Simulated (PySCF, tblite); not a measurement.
# C4H10BOP: geometry, infrared bands and NMR shifts

Wanted: the infrared bands and NMR shifts of C4H10BOP (`C=C(BP)COC`), by calculation.

The runs use tblite 0.8.0 and PySCF 2.14.0, with density-fitted response routines of our own; the level of theory stands in each step. All values are computed, except where a source is named. Atoms count from 0, in the outputs and in this text.

## Step 1: Starting geometry

17 atoms, charge 0, multiplicity 1; geometry from: force field or distance geometry start.

Bonds of the start (Å): C0–C1 1.34, C1–B2 1.59, B2–P3 1.94, C1–C4 1.51, C4–O5 1.42, O5–C6 1.41, C0–H7 1.08, C0–H8 1.08, B2–H9 1.17, P3–H10 1.45, P3–H11 1.44, C4–H12 1.12, C4–H13 1.11, C6–H14 1.11, C6–H15 1.12, C6–H16 1.12.

## Step 2: Relaxing the molecule with GFN2-xTB

The job: settings as JSON, then the geometry in Å.

```
{"job": {"kind": "relax", "xc": "GFN2-xTB", "basis": "xTB"}, "charge": 0, "multiplicity": 1}
C      0.467500    -2.295700    -0.840300
C      0.555400    -1.043600    -0.359900
B      1.955000    -0.297400    -0.432800
P      2.137700     1.553200     0.120400
C     -0.655200    -0.348800     0.211400
O     -1.193700     0.497200    -0.795200
C     -2.278600     1.219800    -0.265900
H     -0.482400    -2.818400    -0.819500
H      1.322400    -2.807500    -1.265200
H      2.883200    -0.847700    -0.885200
H      3.424900     1.711800    -0.520400
H      1.369900     2.065300    -0.988200
H     -0.356900     0.235800     1.115100
H     -1.407800    -1.099200     0.523700
H     -2.704500     1.867900    -1.059900
H     -3.089700     0.533100     0.092600
H     -1.954200     1.886300     0.571300
```

Command:

```
$ OMP_NUM_THREADS=1 python probes_run.py task.json out
```

One launch serves the whole session: the jobs run in the order shown.

**Question.** This job is followed by: GFN2-xTB harmonic vibrations, gas phase; GIAO PBE0/pcSseg-1 NMR shielding, non-relativistic, gas phase. What will the session give for the following? strongest single infrared mode (GFN2-xTB); zero-point energy (GFN2-xTB); ¹³C shifts against TMS (PBE0/pcSseg-1); ¹H shifts against TMS (PBE0/pcSseg-1, means over atoms taken as alike); ¹¹B shifts against BF3·OEt2 (PBE0/pcSseg-1); ³¹P shifts against H3PO4 (PBE0/pcSseg-1); ¹⁷O shifts against H2O (PBE0/pcSseg-1); surface potential, 1st and 99th percentile.

As calculated:

| quantity | value |
| --- | --- |
| strongest single infrared mode (GFN2-xTB) | 1065 cm⁻¹, 148 km/mol |
| zero-point energy (GFN2-xTB) | 81.6 kcal/mol |
| ¹³C shifts against TMS (PBE0/pcSseg-1) | 161.1, 148.1, 84.6, 60.5 ppm |
| ¹H shifts against TMS (PBE0/pcSseg-1, means over atoms taken as alike) | 8.07, 6.44, 6.11, 4.12, 3.57, 3.26 ppm |
| ¹¹B shifts against BF3·OEt2 (PBE0/pcSseg-1) | 79.9 ppm |
| ³¹P shifts against H3PO4 (PBE0/pcSseg-1) | -185.5 ppm |
| ¹⁷O shifts against H2O (PBE0/pcSseg-1) | 35.8 ppm |
| surface potential, 1st and 99th percentile | -1.34 V and 0.87 V |

Relaxing lowered the energy by 0.285 eV in 106 steps; the close pair that moved most is B2–P3, from 1.940 to 1.857 Å. The lowest mode is imaginary (51i cm⁻¹), so the xTB geometry is not a minimum. The strongest single mode, at 1065 cm⁻¹, moves mainly H9 and B2. GFN2-xTB is a fitted tight-binding method: band positions and strengths are rough. Its intensities can rank the bands wrongly. C1 (fully substituted alkene carbon) lies farthest downfield among carbon, at 161.1 ppm; an sp2 carbon of a C=C bond. At PBE0/pcSseg-1: The largest span, 269 ppm, is at C1, where the paramagnetic term is -232 ppm. By nearest atom (PBE0/pcSseg-1), the HOMO sits on P3 54 %; B2 11 % and the LUMO on B2 38 %; C0 20 %.
